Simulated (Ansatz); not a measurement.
# H₂InOS−: functionals against CCSD(T) at one geometry

How do the functionals fare away from a minimum? The structure is a structure displaced at random from a GFN2-xTB minimum.

Computed with Ansatz 0.2.0, Gaussian basis. Level: single points in def2-TZVPPD.

Correlated methods freeze the cores. Filled d shells of the heavier atoms are correlated. Core potentials replace the inner electrons past krypton, and spin-orbit coupling is left out.

## (1) Where the work starts

SMILES `[O-][InH][SH]`, 5 atoms, charge -1, spin multiplicity 1.

Atoms are counted from 1 here; the program's logs count them from 0.

Bond lengths: O1–In2 1.856 Å, In2–S3 2.546 Å, In2–H4 1.669 Å, S3–H5 1.363 Å. Angles: O1–In2–S3 110.2°, O1–In2–H4 144.9°, S3–In2–H4 104.8°, In2–S3–H5 91.4°.

Geometry (Å):

```xyz
5
charge -1, multiplicity 1
O    -1.3798   -1.0530    1.0051
In   -0.7315   -0.1422   -0.4761
S     1.6488    0.6520   -0.0463
H    -1.1077    0.4405   -1.9945
H     1.6245    0.1447    1.2185
```

## (2) CCSD(T)/def2-TZVPPD

The input, run/in.yaml:

```yaml
crystal:
  periodic: [false, false, false]
  atoms:
    - {symbol: O, position_ang: [-1.379800, -1.053000, 1.005100]}
    - {symbol: In, position_ang: [-0.731500, -0.142200, -0.476100]}
    - {symbol: S, position_ang: [1.648800, 0.652000, -0.046300]}
    - {symbol: H, position_ang: [-1.107700, 0.440500, -1.994500]}
    - {symbol: H, position_ang: [1.624500, 0.144700, 1.218500]}
basis:
  gaussian: {orbitals: "def2-TZVPPD.json"}
total_charge: -1
correlation: {method: ccsd_t}
output: {forces: true}
```

The basis file named in the input lies beside it (Basis Set Exchange, JSON).

No record of the launch command was kept for these runs.

## (3) PBE0-D4/def2-TZVPPD

Changes to run/in.yaml since step 2:

```diff
@@ -11,3 +11,3 @@
 total_charge: -1
-correlation: {method: ccsd_t}
-output: {forces: true}
+hamiltonian: {xc: pbe0, dispersion: d4}
+output: {forces: true, orbitals: {seedname: orbitals}}
```

## (4) wB97M-V/def2-TZVPPD

Changes to run/in.yaml since step 3:

```diff
@@ -11,3 +11,3 @@
 total_charge: -1
-hamiltonian: {xc: pbe0, dispersion: d4}
-output: {forces: true, orbitals: {seedname: orbitals}}
+hamiltonian: {xc: {name: wB97M-V}}
+output: {forces: true}
```

## (5) r2SCAN-D4/def2-TZVPPD

Changes to run/in.yaml since step 4:

```diff
@@ -11,3 +11,3 @@
 total_charge: -1
-hamiltonian: {xc: {name: wB97M-V}}
+hamiltonian: {xc: r2scan, dispersion: d4}
 output: {forces: true}
```

## (6) PBE-D4/def2-TZVPPD

Changes to run/in.yaml since step 5:

```diff
@@ -11,3 +11,3 @@
 total_charge: -1
-hamiltonian: {xc: r2scan, dispersion: d4}
+hamiltonian: {xc: pbe, dispersion: d4}
 output: {forces: true}
```

## (7) r2SCANh-D4/def2-TZVPPD

Changes to run/in.yaml since step 6:

```diff
@@ -11,3 +11,3 @@
 total_charge: -1
-hamiltonian: {xc: pbe, dispersion: d4}
+hamiltonian: {xc: {name: r2SCANh}, dispersion: d4}
 output: {forces: true}
```

## (8) SPW92/def2-TZVPPD

Changes to run/in.yaml since step 7:

```diff
@@ -11,3 +11,3 @@
 total_charge: -1
-hamiltonian: {xc: {name: r2SCANh}, dispersion: d4}
+hamiltonian: {xc: lda}
 output: {forces: true}
```

(Steps that only read results are left out.)

Q: Predict the outcome of this session. Wanted: RMS force component; RMS force error; HOMO and LUMO, PBE0-D4; T1 diagnostic.

**Answer**, as computed:

```
              quantity                                                                                            value
   RMS force component                                                             0.309 to 0.504 eV/Å over the methods
       RMS force error  PBE0-D4 0.186, wB97M-V 0.165, r2SCAN-D4 0.125, PBE-D4 0.148, r2SCANh-D4 0.173, SPW92 0.256 eV/Å
HOMO and LUMO, PBE0-D4                                                                                -1.36 and 3.08 eV
         T1 diagnostic                                                                                            0.024
```

In words: The forces of r2SCAN-D4 come nearest to CCSD(T), those of SPW92 are farthest. Frozen-core CCSD(T) forces in triple zeta carry basis errors of their own, and this is one geometry, so small gaps rank nothing.
